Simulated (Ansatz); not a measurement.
# Nd2GeB: the cost of one run

Computed with Ansatz 0.2.0 (DFT PBE, scalar-relativistic, plane waves, PAW; 4f electrons in the core of a trivalent norm-conserving potential, unless a step's input says otherwise).

## 1. The starting structure

Symmetry: P6/mmm, No. 191, hexagonal system. The conventional cell has a = 5.178 Å, b = 5.178 Å, c = 3.772 Å, α = 90.00°, β = 90.00°, γ = 120.00°. Around Nd (site symmetry -6m2) lie 3 Nd at 2.99 Å and 3 Ge at 2.99 Å. Ge (site symmetry 6/mmm) has 2 B at 1.89 Å in its first shell of neighbours. B (site symmetry 6/mmm) is surrounded by 2 Ge at 1.89 Å.

As a file:

```
Nd Ge B
1.0
     5.17839    0.00000    0.00000
    -2.58920    4.48462    0.00000
     0.00000    0.00000    3.77219
Nd Ge B
2 1 1
Direct
  0.33333 0.66667 0.00000
  0.66667 0.33333 0.00000
  0.00000 0.00000 0.00000
  0.00000 0.00000 0.50000
```

A structure generator made this guess: random cell by space group and Wyckoff sites (P6/mmm, No. 191). Lengths come from tabulated atomic sizes and are only a guess.

## 2. Probe: one point on a coarse mesh

input.yaml reads:

```yaml
crystal:
  lattice:
    - [5.17839185, 0.0, 0.0]
    - [-2.58919593, 4.4846189, 0.0]
    - [0.0, 0.0, 3.77219498]
  atoms:
    - { symbol: Nd, position: [0.33333333, 0.66666667, 0.0] }
    - { symbol: Nd, position: [0.66666667, 0.33333333, 0.0] }
    - { symbol: Ge, position: [0.0, 0.0, 0.0] }
    - { symbol: B, position: [0.0, 0.0, 0.5] }
basis:
  ecutwfc: 660
kpoints:
  mp_grid: { grid: [6, 6, 4] }
hamiltonian:
  xc: pbe
  pseudopotentials:
    kind: paw
    azcp: { Nd: "pseudopotentials/pbe/nc/lanthanide_3plus/Nd.nc.azcp" }
scf:
  occupations: { method: gaussian, width: 0.1 }
  lower_state_search: "off"
output:
  forces: true
  stress: true
  eigenvalues: true
```

Run with:

```bash
$ ansatz run input.yaml --threads 1 --pin off --max-ram 2560MiB --backend cpu --events-out ev --progress --plain --runs-dir out
```

Q: Estimate wall time and peak memory on 1 thread of Intel Xeon at 2.50GHz (Skylake/Cascade Lake), shared host.

About 9.8 s, with a peak of 0.41 GiB.
